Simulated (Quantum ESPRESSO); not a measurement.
# C (P6_3/mmc) in Quantum ESPRESSO: a series of runs

Aim: see how the results for C move with the level of theory and the settings. Levels: PBEsol, PBE, LDA. Tasks: single point.

Everything below comes from runs of Quantum ESPRESSO 7.5. Logs are shortened: lines on timing, memory, paths and dates and some standing lists are left out, and cuts for length are marked.

**1. The crystal as given**

It takes space group P6_3/mmc (No. 194, hexagonal). Conventional cell: a = 2.461 Å, b = 2.461 Å, c = 6.708 Å, α = 90.00°, β = 90.00°, γ = 120.00°. Around C (site symmetry -6m2) lie 3 C at 1.42 Å. Around C (site symmetry -6m2) lie 3 C at 1.42 Å.

The cell was built by a generator and needn't be a form met in nature.

**2. Single point, PBEsol**

Contents of pw.in:

```
&CONTROL
  calculation = 'scf'
  prefix = 'pwscf'
  outdir = './tmp'
  pseudo_dir = './pseudo'
  tprnfor = .true.
  tstress = .true.
  disk_io = 'nowf'
/
&SYSTEM
  ibrav = 0
  nat = 4
  ntyp = 1
  ecutwfc = 45
  ecutrho = 360
  nbnd = 14
  occupations = 'smearing'
  smearing = 'mp'
  degauss = 0.00734986
/
&ELECTRONS
  conv_thr = 8d-10
  electron_maxstep = 120
  mixing_beta = 0.5
/
ATOMIC_SPECIES
C     12.0110 c_pbesol_v1.2.uspp.F.UPF
CELL_PARAMETERS angstrom
   2.4610000000    0.0000000000    0.0000000000
  -1.2305000000    2.1312900000    0.0000000000
   0.0000000000    0.0000000000    6.7080000000
ATOMIC_POSITIONS crystal
C      0.0000000000    0.0000000000    0.2500000000
C      0.0000000000    0.0000000000    0.7500000000
C      0.3333333333    0.6666666667    0.2500000000
C      0.6666666667    0.3333333333    0.7500000000
K_POINTS automatic
12 12 4 0 0 0
```

Potentials or basis: GBRV 1.5 PBEsol.

Run with:

```
> OMP_NUM_THREADS=1 mpirun -n 4 pw.x -nk 4 -in pw.in > pw.out
```

pw.out:

```text
This program is part of the open-source Quantum ESPRESSO suite
     for quantum simulation of materials; please cite
[... 6 lines left out ...]
     using ibrav=0 with symmetry is DISCOURAGED, use correct ibrav instead

     K-points division:     npool     =       4
     Subspace diagonalization in iterative solution of the eigenvalue problem:
     a serial algorithm will be used

     G-vector sticks info
     --------------------
     sticks:   dense  smooth     PW     G-vecs:    dense   smooth      PW
     Sum         535     265     85                27395     9631    1807

     Using Slab Decomposition

     bravais-lattice index     =            0
     lattice parameter (alat)  =       4.6506  a.u.
     unit-cell volume          =     237.4345 (a.u.)^3
     number of atoms/cell      =            4
     number of atomic types    =            1
     number of electrons       =        16.00
     number of Kohn-Sham states=           14
     kinetic-energy cutoff     =      45.0000  Ry
     charge density cutoff     =     360.0000  Ry
     scf convergence threshold =      8.0E-10
     mixing beta               =       0.5000
     number of iterations used =            8  plain     mixing
     Exchange-correlation= SLA  PW   PSX  PSC
                           (   1   4  10   8   0   0   0)

     celldm(1)=   4.650616  celldm(2)=   0.000000  celldm(3)=   0.000000
     celldm(4)=   0.000000  celldm(5)=   0.000000  celldm(6)=   0.000000

     crystal axes: (cart. coord. in units of alat)
               a(1) = (   1.000000   0.000000   0.000000 )
               a(2) = (  -0.500000   0.866026   0.000000 )
               a(3) = (   0.000000   0.000000   2.725721 )

     reciprocal axes: (cart. coord. in units 2 pi/alat)
               b(1) = (  1.000000  0.577350 -0.000000 )
               b(2) = (  0.000000  1.154700  0.000000 )
               b(3) = (  0.000000 -0.000000  0.366875 )

     PseudoPot. # 1 for C  read from file:
     c_pbesol_v1.2.uspp.F.UPF
     Pseudo is Ultrasoft + core correction, Zval =  4.0
     Generated by new atomic code, or converted to UPF format
     Using radial grid of  721 points,  4 beta functions with:
                l(1) =   0
                l(2) =   0
                l(3) =   1
                l(4) =   1
     Q(r) pseudized with  8 coefficients,  rinner =    1.100   1.100   1.100

     atomic species   valence    mass     pseudopotential
     C                 4.00    12.01100     C ( 1.00)

     24 Sym. Ops., with inversion, found (12 have fractional translation)

   Cartesian axes

     site n.     atom                  positions (alat units)
         1        C      tau(   1) = (   0.0000000   0.0000000   0.6814303  )
         2        C      tau(   2) = (   0.0000000   0.0000000   2.0442909  )
         3        C      tau(   3) = (  -0.0000000   0.5773507   0.6814303  )
         4        C      tau(   4) = (   0.5000000   0.2886753   2.0442909  )

     number of k points=    57  Methfessel-Paxton smearing, width (Ry)=  0.0073
                       cart. coord. in units 2pi/alat
        k(    1) = (   0.0000000   0.0000000   0.0000000), wk =   0.0034722
        k(    2) = (   0.0000000   0.0000000   0.0917188), wk =   0.0069444
        k(    3) = (   0.0000000   0.0000000  -0.1834377), wk =   0.0034722
        k(    4) = (   0.0000000   0.0962250   0.0000000), wk =   0.0208333
        k(    5) = (   0.0000000   0.0962250   0.0917188), wk =   0.0416667
        k(    6) = (   0.0000000   0.0962250  -0.1834377), wk =   0.0208333
[... 49 lines left out ...]
        k(   56) = (   0.3333333   0.5773499   0.0917188), wk =   0.0138889
        k(   57) = (   0.3333333   0.5773499  -0.1834377), wk =   0.0069444

     Dense  grid:    27395 G-vectors     FFT dimensions: (  30,  30,  80)

     Smooth grid:     9631 G-vectors     FFT dimensions: (  20,  20,  60)

     Initial potential from superposition of free atoms

     starting charge      15.9998, renormalised to      16.0000
     Starting wfcs are   16 randomized atomic wfcs

     Self-consistent Calculation

     iteration #  1     ecut=    45.00 Ry     beta= 0.50
     Davidson diagonalization with overlap
     ethr =  1.00E-02,  avg # of iterations =  3.9

     total energy              =     -45.88705418 Ry
     estimated scf accuracy    <       0.37674276 Ry

     iteration #  2     ecut=    45.00 Ry     beta= 0.50
     Davidson diagonalization with overlap
     ethr =  2.35E-03,  avg # of iterations =  2.3

     total energy              =     -45.89465149 Ry
     estimated scf accuracy    <       0.03595326 Ry

     iteration #  3     ecut=    45.00 Ry     beta= 0.50
     Davidson diagonalization with overlap
     ethr =  2.25E-04,  avg # of iterations =  3.4

     total energy              =     -45.89998951 Ry
     estimated scf accuracy    <       0.00083571 Ry

     iteration #  4     ecut=    45.00 Ry     beta= 0.50
     Davidson diagonalization with overlap
     ethr =  5.22E-06,  avg # of iterations =  5.9

     total energy              =     -45.90005547 Ry
     estimated scf accuracy    <       0.00005508 Ry

     iteration #  5     ecut=    45.00 Ry     beta= 0.50
     Davidson diagonalization with overlap
     ethr =  3.44E-07,  avg # of iterations =  2.3

     total energy              =     -45.90006632 Ry
     estimated scf accuracy    <       0.00000212 Ry

     iteration #  6     ecut=    45.00 Ry     beta= 0.50
     Davidson diagonalization with overlap
     ethr =  1.32E-08,  avg # of iterations =  1.4

     total energy              =     -45.90006627 Ry
     estimated scf accuracy    <       0.00000043 Ry

     iteration #  7     ecut=    45.00 Ry     beta= 0.50
     Davidson diagonalization with overlap
     ethr =  2.67E-09,  avg # of iterations =  1.9

     total energy              =     -45.90006632 Ry
     estimated scf accuracy    <       0.00000001 Ry

     iteration #  8     ecut=    45.00 Ry     beta= 0.50
     Davidson diagonalization with overlap
     ethr =  7.26E-11,  avg # of iterations =  2.1

     End of self-consistent calculation

          k = 0.0000 0.0000 0.0000 (  1179 PWs)   bands (ev):

   -12.6845 -12.3750  -1.6508   0.3666   3.9853   3.9853   4.0039   4.0039
    11.0037  15.2908  15.2908  15.3439  15.3439  17.2980

          k = 0.0000 0.0000 0.0917 (  1179 PWs)   bands (ev):

   -12.6417 -12.4231  -1.3994   0.0111   3.9880   3.9880   4.0011   4.0011
    11.7572  15.2983  15.2984  15.3360  15.3360  15.9896

          k = 0.0000 0.0000-0.1834 (  1180 PWs)   bands (ev):

   -12.5351 -12.5351  -0.7435  -0.7435   3.9946   3.9946   3.9946   3.9946
    13.6659  13.6659  15.3169  15.3170  15.3170  15.3170

          k = 0.0000 0.0962 0.0000 (  1191 PWs)   bands (ev):

   -12.5183 -12.2119  -1.4481   0.5561   3.3251   3.3594   3.6366   3.6652
    11.2045  15.3396  15.4253  15.9934  16.0460  17.4444

          k = 0.0000 0.0962 0.0917 (  1191 PWs)   bands (ev):

   -12.4760 -12.2595  -1.1982   0.2031   3.3300   3.3543   3.6408   3.6610
    11.9520  15.3365  15.4141  16.0009  16.0381  16.1751

          k = 0.0000 0.0962-0.1834 (  1190 PWs)   bands (ev):

   -12.3703 -12.3703  -0.5463  -0.5463   3.3421   3.3421   3.6509   3.6509
    13.8408  13.8408  15.3941  15.3942  16.0192  16.0192

          k = 0.0000 0.1924 0.0000 (  1209 PWs)   bands (ev):

   -12.0215 -11.7244  -0.8443   1.1178   1.6661   1.7320   2.8275   2.8687
    11.8087  15.2433  15.4279  16.1823  16.5756  17.8528

          k = 0.0000 0.1924 0.0917 (  1198 PWs)   bands (ev):

   -11.9803 -11.7705  -0.5990   0.7734   1.6757   1.7223   2.8335   2.8627
    12.5360  15.2437  15.3985  16.2354  16.4620  16.7830

          k = 0.0000 0.1924-0.1834 (  1200 PWs)   bands (ev):

   -11.8779 -11.8779   0.0402   0.0402   1.6989   1.6989   2.8480   2.8480
    14.3474  14.3474  15.3763  15.3763  16.4159  16.4160
[... 16 lines left out ...]
          k = 0.0000 0.3849 0.0000 (  1206 PWs)   bands (ev):

   -10.0650  -9.8041  -2.6895  -2.5522   1.1921   1.2456   1.4826   3.2183
    11.4612  12.3944  14.1530  14.5830  14.9682  19.5004

          k = 0.0000 0.3849 0.0917 (  1202 PWs)   bands (ev):

   -10.0286  -9.8442  -2.6700  -2.5729   1.2000   1.2376   1.7044   2.9219
    11.5604  12.2263  14.5487  14.6998  15.1474  18.5481

          k = 0.0000 0.3849-0.1834 (  1202 PWs)   bands (ev):

    -9.9383  -9.9383  -2.6219  -2.6219   1.2187   1.2187   2.2772   2.2772
    11.8630  11.8630  14.7010  14.7010  16.6642  16.6642

          k = 0.0000 0.4811 0.0000 (  1206 PWs)   bands (ev):

    -8.6450  -8.4122  -4.8182  -4.6501   0.7143   0.7699   3.0485   4.4462
     9.2889  10.3182  14.2869  14.6711  16.0419  20.4298

          k = 0.0000 0.4811 0.0917 (  1216 PWs)   bands (ev):

    -8.6123  -8.4478  -4.7945  -4.6756   0.7224   0.7617   3.2390   4.2274
     9.3801  10.1139  14.3435  14.6157  16.6544  19.6410

          k = 0.0000 0.4811-0.1834 (  1214 PWs)   bands (ev):

    -8.5314  -8.5314  -4.7359  -4.7359   0.7419   0.7419   3.7187   3.7187
     9.6940   9.6940  14.4792  14.4792  18.1287  18.1287

          k = 0.0000-0.5773 0.0000 (  1212 PWs)   bands (ev):

    -7.2942  -7.1794  -6.3131  -6.2261   0.5504   0.6066   4.1648   4.8637
     8.4278   9.1326  14.1985  14.6065  18.0510  18.1380

          k = 0.0000-0.5773 0.0917 (  1218 PWs)   bands (ev):

    -7.2745  -7.1928  -6.3061  -6.2440   0.5585   0.5984   4.2951   4.8021
     8.4193   8.9295  14.2556  14.5447  18.5492  18.6164

          k = 0.0000-0.5773-0.1834 (  1212 PWs)   bands (ev):

    -7.2305  -7.2305  -6.2805  -6.2805   0.5785   0.5785   4.5825   4.5825
     8.5721   8.5721  14.3973  14.3973  19.3613  19.3613

          k = 0.0833 0.1443 0.0000 (  1197 PWs)   bands (ev):

   -12.1868 -11.8867  -1.0447   0.9318   2.2907   2.3237   2.9512   2.9754
    11.6082  15.6123  15.7315  16.7199  16.8954  16.9595

          k = 0.0833 0.1443 0.0917 (  1198 PWs)   bands (ev):

   -12.1453 -11.9332  -0.7979   0.5845   2.2957   2.3191   2.9543   2.9714
    12.3435  15.5921  15.7156  16.5152  16.7829  16.9023

          k = 0.0833 0.1443-0.1834 (  1198 PWs)   bands (ev):

   -12.0417 -12.0417  -0.1544  -0.1544   2.3076   2.3076   2.9625   2.9625
    14.1934  14.1934  15.6945  15.6945  16.8772  16.8778

          k = 0.0833 0.2406 0.0000 (  1212 PWs)   bands (ev):

   -11.5276 -11.2397  -0.2471   0.5578   0.6281   1.6693   1.9299   1.9755
    12.4164  14.8761  15.3383  15.7112  15.9397  18.4091

          k = 0.0833 0.2406 0.0917 (  1203 PWs)   bands (ev):

   -11.4876 -11.2842  -0.0070   0.5680   0.6180   1.3346   1.9364   1.9686
    13.1209  14.9342  15.2430  15.7323  15.9422  17.1584

          k = 0.0833 0.2406-0.1834 (  1200 PWs)   bands (ev):

   -11.3882 -11.3882   0.5861   0.5861   0.6257   0.6257   1.9522   1.9522
    14.8140  14.8140  15.1409  15.1409  15.9417  15.9417

          k = 0.0833 0.3368 0.0000 (  1203 PWs)   bands (ev):

   -10.5493 -10.2795  -1.5464  -1.4331   0.9208   1.0290   1.0895   2.7295
    12.5831  13.3016  13.6164  15.4310  15.7738  18.9892

          k = 0.0833 0.3368 0.0917 (  1208 PWs)   bands (ev):

   -10.5117 -10.3210  -1.5302  -1.4501   1.0376   1.0805   1.1499   2.4172
    12.6593  13.1792  14.2947  15.4707  15.7539  18.0125

          k = 0.0833 0.3368-0.1834 (  1206 PWs)   bands (ev):
[... 109 lines left out ...]
          k = 0.2500 0.5292 0.0000 (  1227 PWs)   bands (ev):

    -6.8809  -6.6936  -4.9967  -4.8677  -2.7627  -2.6616   5.0520   6.0870
     8.0282   8.5844  18.0694  18.2999  18.4514  18.6845

          k = 0.2500 0.5292 0.0917 (  1227 PWs)   bands (ev):

    -6.8541  -6.7217  -4.9784  -4.8872  -2.7491  -2.6775   5.2091   5.9508
     8.0810   8.4756  17.4460  17.6961  18.8930  19.5504

          k = 0.2500 0.5292-0.1834 (  1230 PWs)   bands (ev):

    -6.7886  -6.7886  -4.9334  -4.9334  -2.7144  -2.7144   5.5884   5.5884
     8.2530   8.2530  17.2492  17.2492  19.4056  19.4056

          k = 0.3333 0.5773 0.0000 (  1215 PWs)   bands (ev):

    -5.6525  -5.5530  -5.5530  -5.4579  -3.6465  -3.6465   6.3042   6.9296
     6.9296   7.6841  17.8807  17.8807  19.0937  19.3428

          k = 0.3333 0.5773 0.0917 (  1233 PWs)   bands (ev):

    -5.6250  -5.5518  -5.5518  -5.4875  -3.6492  -3.6492   6.4839   6.9474
     6.9474   7.4544  17.2794  17.2794  19.5494  20.3064

          k = 0.3333 0.5773-0.1834 (  1236 PWs)   bands (ev):

    -5.5573  -5.5573  -5.5505  -5.5505  -3.6519  -3.6519   6.9449   6.9449
     6.9654   6.9654  16.9117  16.9118  20.6107  20.6107

     the Fermi energy is     6.9469 ev

!    total energy              =     -45.90006632 Ry
     estimated scf accuracy    <          8.0E-11 Ry
     smearing contrib. (-TS)   =      -0.00006928 Ry
     internal energy E=F+TS    =     -45.89999704 Ry

     The total energy is F=E-TS. E is the sum of the following terms:
     one-electron contribution =     -11.00755615 Ry
     hartree contribution      =      13.38988920 Ry
     xc contribution           =     -14.43076603 Ry
     ewald contribution        =     -33.85156406 Ry

     convergence has been achieved in   8 iterations

     Forces acting on atoms (cartesian axes, Ry/au):

     atom    1 type  1   force =     0.00000000   -0.00000000    0.00000000
     atom    2 type  1   force =     0.00000000   -0.00000000   -0.00000000
     atom    3 type  1   force =     0.00000000    0.00000000    0.00000000
     atom    4 type  1   force =     0.00000000   -0.00000000    0.00000000

     Total force =     0.000000     Total SCF correction =     0.000000

     Computing stress (Cartesian axis) and pressure

          total   stress  (Ry/bohr**3)                   (kbar)     P=       -3.68
  -0.00007598  -0.00000000   0.00000000          -11.18       -0.00        0.00
   0.00000000  -0.00007598  -0.00000000            0.00      -11.18       -0.00
   0.00000000   0.00000000   0.00007701            0.00        0.00       11.33

=------------------------------------------------------------------------------=
   JOB DONE.
=------------------------------------------------------------------------------=
```

Run time: 5.4 s. Hardware: 4 MPI ranks of AMD EPYC 7R43 (Zen 3), shared host; peak memory 0.24 GiB.

Results:

```yaml
Free_energy: -624.5022 eV
Pressure: -0.4 GPa
Band_gap_on_the_k_mesh: none (metal or under the smearing width)
```

Levels at points of the mesh, in eV from the Fermi level:
```
             k point  band 5  band 6  band 7  band 8  band 9  band 10  band 11  band 12
  (0.00, 0.00, 0.00)   -2.96   -2.96   -2.94   -2.94    4.06     8.34     8.34     8.40
 (0.00, 0.00, -0.50)   -2.95   -2.95   -2.95   -2.95    6.72     6.72     8.37     8.37
 (0.00, -0.50, 0.00)   -6.40   -6.34   -2.78   -2.08    1.48     2.19     7.25     7.66
(0.00, -0.50, -0.50)   -6.37   -6.37   -2.36   -2.36    1.63     1.63     7.45     7.45
```

Caveat: this functional lacks dispersion, which binds the layers, so the pressure and a relaxed spacing across them are unreliable.

(Continued in part 2 of 2.)
